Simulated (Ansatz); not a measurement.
# AlClF2 (SMILES [F][Al]([F])[Cl]): B2PLYP/def2-SVPD

What is the vertical singlet–triplet gap of AlClF2 at B2PLYP/def2-SVPD? 

The calculation is run with Ansatz 0.2.0.

46 further runs of the same task are left out: 46 set aside as unsound or not needed.

## 1. Starting point

AlClF2: 4 atoms, total charge 0, spin state singlet. SMILES: `[F][Al]([F])[Cl]`. The coordinates come from a PBE0-D4/def2-TZVP relaxation.

Bond lengths: F1–Al2 1.631 Å, Al2–F3 1.631 Å, Al2–Cl4 2.061 Å. Angles: F1–Al2–F3 119.0°, F1–Al2–Cl4 120.5°, F3–Al2–Cl4 120.5°.

## 2. The energy at B2PLYP/def2-SVPD

File job.yaml:

```yaml
crystal:
  periodic: [false, false, false]
  atoms:
    - {symbol: F, position_ang: [0.997200, 0.721760, 1.149640]}
    - {symbol: Al, position_ang: [0.069280, -0.050750, 0.053570]}
    - {symbol: F, position_ang: [0.273490, -1.653820, -0.164660]}
    - {symbol: Cl, position_ang: [-1.339980, 0.982810, -1.038560]}
basis:
  gaussian:
    orbitals: def2-SVPD
total_charge: 0
hamiltonian:
  xc: {name: B2PLYP}
correlation:
  frozen_orbitals: {Al: 5, Cl: 5, F: 1}
accuracy: high
output:
  orbitals: {seedname: orbitals}
```

Run with:

```sh
$ ansatz run job.yaml --threads 1 --pin off --max-ram 3480MiB --events-out events.jsonl --progress --plain --runs-dir runs
```

Output:

```text
Warning: RAYON_NUM_THREADS=1 ignored (pool sized by the plan → 1); use --threads N
Functional definition: B2PLYP
  name "B2PLYP"
  parameter a = 0.53
  parameter c = 0.27
  exchange = (1 - a)*b88_x + a*exact_x
  correlation = (1 - c)*lyp_c + c*(mp2_os + mp2_ss)
1804 factors; integrals over basis functions are off by at most 3.3e-9 eV
mean field evaluation 1: about -24529.9555 eV, gradient 4.7e1 eV
mean field evaluation 2: about -24530.0630 eV, gradient 4.7e1 eV
mean field evaluation 4: about -24533.5969 eV, gradient 1.9e0 eV
mean field evaluation 8: about -24533.6285 eV, gradient 1.1e-1 eV
mean field evaluation 16: about -24533.6286 eV, gradient 5.6e-5 eV
mean field -24533.62856093 eV, -901.5942201235 hartree, gradient 1.6e-8 eV, S^2 0.000000; 0 other end points of the search recorded, 0 dependent functions left out
12 core orbitals not correlated: weight in the atoms' cores, before any rotation towards them, 1.000 or more for the frozen orbitals, at most 0.000 for the correlated occupied ones
reference -24533.62858300 eV, -901.5942209344 hartree; 12, 12 occupied and 73, 73 virtual orbitals, 1804 factors
second order -19.56583794 eV of doubles, -0.00000000 eV of singles
Total energy: -24538.91135924 eV, -901.7883593805 hartree
```

It took 9.6 s on 1 thread of Arm Neoverse V2, shared host; peak memory 0.3 GiB.

## 3. The triplet, same level

File in.yaml:

```yaml
crystal:
  periodic: [false, false, false]
  atoms:
    - {symbol: F, position_ang: [0.997200, 0.721760, 1.149640]}
    - {symbol: Al, position_ang: [0.069280, -0.050750, 0.053570]}
    - {symbol: F, position_ang: [0.273490, -1.653820, -0.164660]}
    - {symbol: Cl, position_ang: [-1.339980, 0.982810, -1.038560]}
basis:
  gaussian:
    orbitals: def2-SVPD
magnetization:
  spin_polarized: true
  initial_magnetization: 2
hamiltonian:
  xc: {name: B2PLYP}
correlation:
  frozen_orbitals: {Al: 5, Cl: 5, F: 1}
accuracy: high
output:
  orbitals: {seedname: orbitals}
```

Run with:

```sh
$ ansatz run in.yaml --threads 1 --pin off --max-ram 3480MiB --events-out events.jsonl --progress --plain --runs-dir runs
```

Output, shortened:

```text
Warning: RAYON_NUM_THREADS=1 ignored (pool sized by the plan → 1); use --threads N
[... 2 set-up lines as earlier in the session ...]
[...]
1804 factors; integrals over basis functions are off by at most 3.3e-9 eV
[...]
mean field -24526.37634343 eV, -901.3277060462 hartree, gradient 8.9e-8 eV, S^2 2.005396; 8 other end points of the search recorded, 0 dependent functions left out
12 core orbitals not correlated: weight in the atoms' cores, before any rotation towards them, 1.000 or more for the frozen orbitals, at most 0.000 for the correlated occupied ones
reference -24526.37636419 eV, -901.3277068091 hartree; 13, 11 occupied and 72, 74 virtual orbitals, 1804 factors
second order -19.24762992 eV of doubles, -0.00000000 eV of singles
Total energy: -24531.57322427 eV, -901.5186878944 hartree
```

Wall time 42 s (1 thread of Arm Neoverse V2, shared host); peak memory 0.6 GiB.

## 4. Summary of results

Level: B2PLYP/def2-SVPD, 12 core orbitals frozen.

| quantity | value |
| --- | --- |
| singlet: total energy | -901.78836 Eh |
| singlet: HOMO energy (SCF part's orbitals) | -11.33 eV |
| singlet: LUMO energy (SCF part's orbitals) | -0.72 eV |
| singlet: HOMO–LUMO gap (SCF part's orbitals) | 10.61 eV |
| triplet: total energy | -901.51869 Eh |
| triplet: HOMO energy (SCF part's orbitals) (highest over α and β) | -4.27 eV |
| triplet: ⟨S²⟩ | 2.005 |
| vertical energy of the triplet above the singlet | 7.338 eV |

At this shape the triplet lies 7.34 eV (169 kcal/mol) above the singlet.
